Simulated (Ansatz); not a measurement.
Crystal: Ta3AsAu2O13.

```
Ta As Au O
1.0
     5.40201   -0.00077   -0.00162
    -2.01720    5.60758   -0.00284
    -0.71822   -1.86353    8.44196
Ta As Au O
3 1 2 13
Direct
  0.37386 0.58885 0.59831
  0.46236 0.26627 0.18689
  0.70830 0.86746 0.02761
  0.97877 0.98236 0.65371
  0.10388 0.53998 0.17237
  0.66302 0.32022 0.80522
  0.06196 0.03577 0.14158
  0.98182 0.01457 0.85130
  0.11152 0.27055 0.61508
  0.16027 0.81199 0.58364
  0.43055 0.53360 0.06777
  0.91171 0.61275 0.98081
  0.60406 0.15754 0.98626
  0.55565 0.98713 0.20984
  0.30756 0.45473 0.35006
  0.79668 0.50556 0.28659
  0.66380 0.88131 0.55106
  0.47145 0.71751 0.81742
  0.65279 0.45184 0.61449
```

The cell was built by a generator and needn't be a form met in nature.

Base run:

```yaml
Program: Ansatz 0.2.0
Functional: PBEsol
Potentials_or_basis: Ansatz PAW
Cutoff: 420 eV
Density_cutoff: 1680 eV
k_mesh: 6 × 5 × 3
Occupations: fermi-dirac, width 0.05 eV
Spin: no spin polarisation
```

Its results: band gap on the k mesh 0.50 eV, indirect (least direct gap 0.58 eV); pressure -5.7 GPa; largest force 0.340 eV/Å.

Problem. The run is repeated on the same cell with these changes: functional from PBEsol to r2SCAN; cutoff from 420 eV to 500 eV; density cutoff from 1680 eV to 2000 eV. What comes out?

Solution. Band gap on the k mesh 0.72 eV, indirect (least direct gap 0.77 eV); pressure -5.7 GPa; largest force 0.645 eV/Å.

r2SCAN gives the wider gap, since meta-GGAs in the generalised Kohn-Sham scheme recover part of the derivative discontinuity.

Caveats: spin-orbit coupling is left out, which moves the levels of the heavy elements; the PAW data sets come from PBE, with cores solved anew for the run's functional, which leaves a small shift of forces and pressure.

A k mesh can miss the band edges.

Not every run made on this cell is shown here.
